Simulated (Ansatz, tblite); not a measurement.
**The cluster H3W2: one state, many levels**

Aim: run the doublet of the cluster H3W2 at one geometry on many levels, and compare frontier levels, spin and run time.

Program: Ansatz 0.2.0, Gaussian basis. Level of theory: as each input shows. These are calculated values, not measurements.

Levels to be run: GFN1-xTB, GFN2-xTB, PBE-D4/def2-TZVP, r2SCAN-D4/def2-TZVP, ωB97M-V/def2-TZVP, BLYP-D4/def2-TZVP, B3LYP-D4/def2-TZVP, CAM-B3LYP-D4/def2-TZVP, revPBE-D4/def2-TZVP, PBE+5HF/def2-TZVP, PBE+10HF/def2-TZVP, PBE+15HF/def2-TZVP, PBE+35HF/def2-TZVP, PBE+50HF/def2-TZVP, PBE-D4/def2-SVP, PBE0-D4/def2-SVP, PBE0-D4/def2-TZVPD, PBE-D4/def2-TZVPD, r2SCAN-D4/def2-TZVPD, CCSD(T)/def2-TZVPP, MP2/def2-TZVP, RPA/def2-TZVP, CCSD(T)/def2-TZVPD.

2 further runs of the same task are left out: 2 set aside as unsound or not needed. Runs told in other sessions of the task aren't counted.

### Step 1. The geometry

The geometry is that of the doublet, from an earlier relaxation (PBE-D4/def2-TZVP). At that level it is the lowest of the isomers that a small search found.

5 atoms, charge 0, spin multiplicity 2.

Bond lengths: W1–W2 2.180 Å, W1–H3 1.724 Å, W1–H5 1.724 Å, W2–H4 1.712 Å. Angles: W2–W1–H3 92.2°, W2–W1–H5 93.2°, H3–W1–H5 117.1°, W1–W2–H4 89.8°.

W takes a core potential in the def2 sets. No spin-orbit coupling is included.

PBE0-D4/def2-TZVP was run before; its log isn't repeated, and its numbers join the tables.

### Step 2. GFN1-xTB

Tight binding, by tblite at 300 K electronic temperature and without a spin-polarisation term:

```python
tblite.interface.Calculator('GFN1-xTB', numbers, positions, charge=0, uhf=1).singlepoint()
```

Energy -156.9517 eV; 0.004 s.

### Step 3. GFN2-xTB

Tight binding, by tblite at 300 K electronic temperature and without a spin-polarisation term:

```python
tblite.interface.Calculator('GFN2-xTB', numbers, positions, charge=0, uhf=1).singlepoint()
```

Energy -171.8447 eV; 0.005 s.

### Step 4. PBE-D4/def2-TZVP

start.molden holds the orbitals of an earlier run on this state, given as this run's starting guess.

The input, in.yaml:

```yaml
crystal:
  periodic: [false, false, false]
  atoms:
    - {symbol: W, position_ang: [-0.265670, -0.751250, -0.431655]}
    - {symbol: W, position_ang: [0.476473, 1.285440, -0.197669]}
    - {symbol: H, position_ang: [1.199026, -1.269140, -1.179567]}
    - {symbol: H, position_ang: [-1.002454, 1.732175, 0.540267]}
    - {symbol: H, position_ang: [-0.407375, -0.997216, 1.268624]}
basis:
  gaussian: {orbitals: def2-TZVP, initial_orbitals: start.molden}
magnetization: {spin_polarized: true, initial_magnetization: 1}
hamiltonian: {xc: pbe, dispersion: d4}
scf: {omitted_lower_state_checks: [starts]}
output: {orbitals: {seedname: orbitals}}
```

Started as:

```
$ ansatz run in.yaml --threads 4 --pin off --events-out ev --progress --plain --max-ram 3916MiB
```

The runs that follow: r2SCAN-D4/def2-TZVP; ωB97M-V/def2-TZVP; BLYP-D4/def2-TZVP; B3LYP-D4/def2-TZVP; CAM-B3LYP-D4/def2-TZVP; revPBE-D4/def2-TZVP; PBE+5HF/def2-TZVP; PBE+10HF/def2-TZVP; PBE+15HF/def2-TZVP; PBE+35HF/def2-TZVP; PBE+50HF/def2-TZVP; PBE-D4/def2-SVP; PBE0-D4/def2-SVP; PBE0-D4/def2-TZVPD; PBE-D4/def2-TZVPD; r2SCAN-D4/def2-TZVPD; CCSD(T)/def2-TZVPP; MP2/def2-TZVP; RPA/def2-TZVP; CCSD(T)/def2-TZVPD.

**Question.** What will the summary of the whole plan be? Wanted: gap in def2-TZVP, named functionals, smallest and largest; correlation energy, CCSD(T)/def2-TZVPP; correlation energy, MP2/def2-TZVP; correlation energy, CCSD(T)/def2-TZVPD; binding an atom, functionals in def2-TZVP; ⟨S²⟩ in def2-TZVP, named functionals, smallest and largest; PBE0 total energy, smallest basis above largest.

**Answer**, as computed:

| quantity | value |
| --- | --- |
| gap in def2-TZVP, named functionals, smallest and largest | 1.08 eV (BLYP-D4), 6.77 eV (ωB97M-V) |
| correlation energy, CCSD(T)/def2-TZVPP | -25.24 eV |
| correlation energy, MP2/def2-TZVP | -18.69 eV |
| correlation energy, CCSD(T)/def2-TZVPD | -20.55 eV |
| binding an atom, functionals in def2-TZVP | 2.41 (ωB97M-V) to 2.85 eV (BLYP-D4) |
| ⟨S²⟩ in def2-TZVP, named functionals, smallest and largest | 1.066, 1.720 |
| PBE0 total energy, smallest basis above largest | 0.72 eV (def2-SVP, def2-TZVPD) |

**Reading.** Orbital gaps of the named functionals in def2-TZVP span 1.08 eV (BLYP-D4) to 6.77 eV (ωB97M-V); exact exchange widens it. Over the named functionals in def2-TZVP spin contamination reaches 0.97 (ωB97M-V), and every level is far from pure, so all describe a mixture with higher spin. Notes on CCSD(T)/def2-TZVPP: large T1 diagnostic, spin contamination.
